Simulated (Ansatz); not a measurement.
# CH6SZn (built from SMILES S.[CH3][ZnH]): search for a transition state

Is there a first-order saddle for this four-centre ligand exchange, which should form Zn1–S5, H2–H4 and break Zn1–H2, H4–S5, and which two structures does it connect?

Method: PBE0-D4, def2-SVP first, then def2-TZVP; program: Ansatz 0.2.0, Gaussian basis.

152 further runs of the same task are left out: 152 set aside as unsound or not needed.

## Step 1: The starting structure

The guess: 9 atoms, charge 0, spin multiplicity 1.

Atoms are counted from 1 here; the program's logs count them from 0.

Bond lengths: Zn1–H2 1.890 Å, Zn1–C3 2.018 Å, Zn1–S5 2.527 Å, C3–H6 1.085 Å, C3–H7 1.083 Å, C3–H8 1.083 Å, S5–H9 1.325 Å. Angles: H2–Zn1–C3 134.9°, H2–Zn1–S5 75.3°, C3–Zn1–S5 144.4°, Zn1–C3–H6 108.3°, Zn1–C3–H7 112.1°, Zn1–C3–H8 110.7°, H6–C3–H7 108.4°, H6–C3–H8 108.7°, H7–C3–H8 108.5°, Zn1–S5–H9 96.7°.

Coordinates:

```xyz
9
CH6SZn
Zn    0.15140    0.05650    0.11720
H     0.63190   -0.22700    1.92300
C     0.08970   -1.09610   -1.53860
H    -0.04200    0.61620    2.16400
S    -1.03220    1.89040    1.39000
H    -0.90130   -1.53090   -1.61510
H     0.28290   -0.52550   -2.43880
H     0.81610   -1.89650   -1.47580
H     0.00350    2.71300    1.47400
```

Distances that are to change: Zn1–S5 2.53 Å, H2–H4 1.11 Å, Zn1–H2 1.89 Å, H4–S5 1.79 Å.

## Step 2: Constrained relaxation of the guess

Input file hold/in.yaml:

```yaml
crystal:
  periodic: [false, false, false]
  atoms:
    - {symbol: Zn, position_ang: [0.151400, 0.056500, 0.117200]}
    - {symbol: H, position_ang: [0.631900, -0.227000, 1.923000]}
    - {symbol: C, position_ang: [0.089700, -1.096100, -1.538600]}
    - {symbol: H, position_ang: [-0.042000, 0.616200, 2.164000]}
    - {symbol: S, position_ang: [-1.032200, 1.890400, 1.390000]}
    - {symbol: H, position_ang: [-0.901300, -1.530900, -1.615100]}
    - {symbol: H, position_ang: [0.282900, -0.525500, -2.438800]}
    - {symbol: H, position_ang: [0.816100, -1.896500, -1.475800]}
    - {symbol: H, position_ang: [0.003500, 2.713000, 1.474000]}
basis:
  gaussian: {orbitals: def2-SVP}
hamiltonian: {xc: pbe0, dispersion: d4}
relax: {f_tol: 0.04, max_steps: 150, escape_saddle: false, constraints: [{distance: [0, 4]}, {distance: [1, 3]}, {distance: [0, 1]}, {distance: [3, 4]}]}
```

Started as:

```console
$ ansatz run in.yaml --threads 4 --pin off --events-out ev --progress --plain --max-ram 9574MiB
```

After this run come: Force constants to start from; Saddle search in the small basis; Saddle search in triple zeta; Vibrations at the point found; Relaxing after a step of 0.30 Å one way along the mode; Relaxing after a step of 0.30 Å the other way along the mode.

Q: Predict the outcome of this session. Wanted: imaginary mode; barrier from the start side; barrier from the end side; energy of the step; pairs that change; zero-point energy at the saddle.

The runs gave:

| quantity | value |
| --- | --- |
| imaginary mode | 1060i cm⁻¹ |
| barrier from the start side | 67.1 kJ/mol |
| barrier from the end side | 134.9 kJ/mol |
| energy of the step | -67.8 kJ/mol |
| pairs that change | Zn1–S5 formed, H2–H4 formed, Zn1–H2 broken, H4–S5 broken |
| zero-point energy at the saddle | 1.529 eV |

What this shows: The point has a single imaginary mode (1060i cm⁻¹), as a transition state must. The two relaxations end on the structures that were planned. At PBE0-D4/def2-TZVP the electronic barrier is 67.1 kJ/mol, about 27 kT at 298 K, and the step runs 67.8 kJ/mol downhill. The barrier is thin enough for tunnelling; the leading (Wigner) term alone is a factor of 2.1 at 298 K. These are plain relaxations, not an intrinsic reaction coordinate. The ends are the nearest minima, not always the lowest complexes.
